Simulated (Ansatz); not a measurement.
# Bi2PtS6: the cost of one run

Method: DFT PBE, scalar-relativistic, plane waves, PAW, in Ansatz 0.2.0.

## Step 1: Starting point

Symmetry: Fm-3m, No. 225, cubic system. The conventional cell has a = 9.383 Å, b = 9.383 Å, c = 9.383 Å, α = 90.00°, β = 90.00°, γ = 90.00°. Around Bi (site symmetry -43m) lie 12 S at 3.32 Å. Pt (site symmetry m-3m) is surrounded by 6 S at 2.35 Å. S (site symmetry 4mm) is surrounded by 1 Pt at 2.35 Å and 4 Bi at 3.32 Å.

Structure file:

```cif
data_structure
_symmetry_space_group_name_H-M 'Fm-3m'
_symmetry_Int_Tables_number 225
_cell_length_a 9.3833
_cell_length_b 9.3833
_cell_length_c 9.3833
_cell_angle_alpha 90.000
_cell_angle_beta 90.000
_cell_angle_gamma 90.000
_cell_volume 826.17
loop_
_atom_site_label
_atom_site_type_symbol
_atom_site_symmetry_multiplicity
_atom_site_Wyckoff_symbol
_atom_site_fract_x
_atom_site_fract_y
_atom_site_fract_z
_atom_site_occupancy
Bi1 Bi 8 c 0.25000 0.75000 0.75000 1
Pt1 Pt 4 a 0.00000 0.00000 0.00000 1
S1 S 24 e 0.25000 0.00000 0.00000 1
```

The cell is invented: ordered vacancies on the cation sites of perovskite (Fm-3m, No. 225). Lengths come from tabulated atomic sizes and are only a guess.

## Step 2: Probe: one point on a coarse mesh

The input, input.yaml:

```yaml
crystal:
  lattice:
    - [0.0, 4.69166783, 4.69166783]
    - [4.69166783, 0.0, 4.69166783]
    - [4.69166783, 4.69166783, 0.0]
  atoms:
    - { symbol: Bi, position: [0.25, 0.25, 0.25] }
    - { symbol: Bi, position: [0.75, 0.75, 0.75] }
    - { symbol: Pt, position: [0.0, 0.0, 0.0] }
    - { symbol: S, position: [0.75, 0.25, 0.25] }
    - { symbol: S, position: [0.25, 0.75, 0.75] }
    - { symbol: S, position: [0.25, 0.75, 0.25] }
    - { symbol: S, position: [0.75, 0.25, 0.75] }
    - { symbol: S, position: [0.25, 0.25, 0.75] }
    - { symbol: S, position: [0.75, 0.75, 0.25] }
basis:
  ecutwfc: 420
kpoints:
  mp_grid: { grid: [4, 4, 4] }
hamiltonian:
  xc: pbe
scf:
  occupations: { method: gaussian, width: 0.1 }
  lower_state_search: "off"
output:
  forces: true
  stress: true
  eigenvalues: true
```

Started as:

```console
ansatz run input.yaml --threads 1 --pin off --max-ram 2560MiB --backend cpu --events-out ev --progress --plain --runs-dir out
```

**Question.** How long does this run take on 1 thread of Intel Xeon at 2.70GHz, shared host, and how much memory does it need?

About 5.8 s, with a peak of 0.49 GiB.
